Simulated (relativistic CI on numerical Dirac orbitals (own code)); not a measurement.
**Ho⁺ (4f12) in crystal fields: levels and magnetism**

Aim: the levels, ground state and powder susceptibility of Ho⁺ in 6 parametric crystal fields.

Program: relativistic CI on numerical Dirac orbitals (own code) version 1. Level of theory: Dirac-Coulomb-Breit CI, KLI orbitals optimised for each configuration, model QED (radiative potential, 1s self-energy scaled to tabulated hydrogen-like ionisation energies), one configuration in a parametric crystal field. These are calculated values, not measurements, unless marked.

## 1. The system

- ion: Ho⁺ (Ho II)
- nuclear charge: 67
- electrons: 66
- open shell: 4f12
- Slater scale: 1
- field 1 (cm⁻¹): D3d, B20 = -250, B40 = -380, B43 = -330, B60 = 70, B63 = 30, B66 = 70
- field 2 (cm⁻¹): D3d, B20 = 150, B40 = 60, B43 = 130, B60 = -110, B63 = 40, B66 = 120
- field 3 (cm⁻¹): Oh, B40 = -520, B60 = 50
- field 4 (cm⁻¹): Oh, B40 = 520, B60 = 50
- field 5 (cm⁻¹): D3d, B20 = 50, B40 = 220, B43 = -150, B60 = 130, B63 = 10, B66 = 150
- field 6 (cm⁻¹): D3d, B20 = 490, B40 = 150, B43 = 10, B60 = 50, B63 = -110, B66 = -130

Outer shells as boxes (Hund's rule):

[Xe] 4f12
```
[Xe] core
4f [↑↓][↑↓][↑↓][↑↓][↑↓][↑ ][↑ ]
```

## 2. Field 1: D3d, B20 = -250, B40 = -380, B43 = -330, B60 = 70, B63 = 30, B66 = 70

Settings, as recorded:

```ini
atom Ho  Z=67  charge=1  electrons=66
nucleus A=165  rms_radius_fm=5.2022
hamiltonian dirac-coulomb  breit=on  qed=on  c_scale=1
orbitals kli  potential=per-configuration
slater_scale 1
correlation none
mixing on
configurations
  [Xe] 4f12
end
crystal_field D3d B20=-250 B40=-380 B43=-330 B60=70 B63=30 B66=70
```

## 3. Field 2: D3d, B20 = 150, B40 = 60, B43 = 130, B60 = -110, B63 = 40, B66 = 120

Changes to the settings of step 2:

```diff
@@ -10,2 +10,2 @@
 end
-crystal_field D3d B20=-250 B40=-380 B43=-330 B60=70 B63=30 B66=70
+crystal_field D3d B20=150 B40=60 B43=130 B60=-110 B63=40 B66=120
```

## 4. Field 3: Oh, B40 = -520, B60 = 50

Changes to the settings of step 3:

```diff
@@ -10,2 +10,2 @@
 end
-crystal_field D3d B20=150 B40=60 B43=130 B60=-110 B63=40 B66=120
+crystal_field Oh B40=-520 B60=50
```

## 5. Field 4: Oh, B40 = 520, B60 = 50

Changes to the settings of step 4:

```diff
@@ -10,2 +10,2 @@
 end
-crystal_field Oh B40=-520 B60=50
+crystal_field Oh B40=520 B60=50
```

## 6. Field 5: D3d, B20 = 50, B40 = 220, B43 = -150, B60 = 130, B63 = 10, B66 = 150

Changes to the settings of step 5:

```diff
@@ -10,2 +10,2 @@
 end
-crystal_field Oh B40=520 B60=50
+crystal_field D3d B20=50 B40=220 B43=-150 B60=130 B63=10 B66=150
```

## 7. Field 6: D3d, B20 = 490, B40 = 150, B43 = 10, B60 = 50, B63 = -110, B66 = -130

Changes to the settings of step 6:

```diff
@@ -10,2 +10,2 @@
 end
-crystal_field D3d B20=50 B40=220 B43=-150 B60=130 B63=10 B66=150
+crystal_field D3d B20=490 B40=150 B43=10 B60=50 B63=-110 B66=-130
```

(Steps that only read results are left out.)

Q: Predict the outcome of this session. Wanted: ground spin.

The runs gave:

| field | ground state | degeneracy | S | J | first gap (cm⁻¹) | stabilisation (cm⁻¹) | χT at 2 K | χT at 300 K |
| --- | --- | --- | --- | --- | --- | --- | --- | --- |
| 1: D3d | A1 | 1 | 1.00 | 6.00 | 0 | -142 | 5.827 | 7.123 |
| 2: D3d | A1 | 1 | 1.00 | 6.00 | 4 | -47 | 4.043 | 7.142 |
| 3: Oh | E | 2 | 1.00 | 6.00 | 0 | -66 | 6.140 | 7.125 |
| 4: Oh | A1 | 1 | 1.00 | 6.00 | 21 | -84 | 0.941 | 7.125 |
| 5: D3d | A2 | 1 | 1.00 | 6.00 | 13 | -60 | 1.222 | 7.138 |
| 6: D3d | A1 | 1 | 1.00 | 6.00 | 7 | -99 | 2.389 | 7.130 |

χT is in cm³ K/mol; stabilisation counts from the free ion's lowest level; S and J come from the expectation values of their squares.

| quantity | value |
| --- | --- |
| ground spin (effective S from ⟨S²⟩) | 1: 1.00, 2: 1.00, 3: 1.00, 4: 1.00, 5: 1.00, 6: 1.00 |
| χT at 300 K | 7.12 to 7.14 cm³ K/mol |

In words: All fields leave the ground state at S = 1. J stays near 6: the field splits the free-ion level without mixing it much with others. The field is a set of parameters, without covalency or charge transfer.
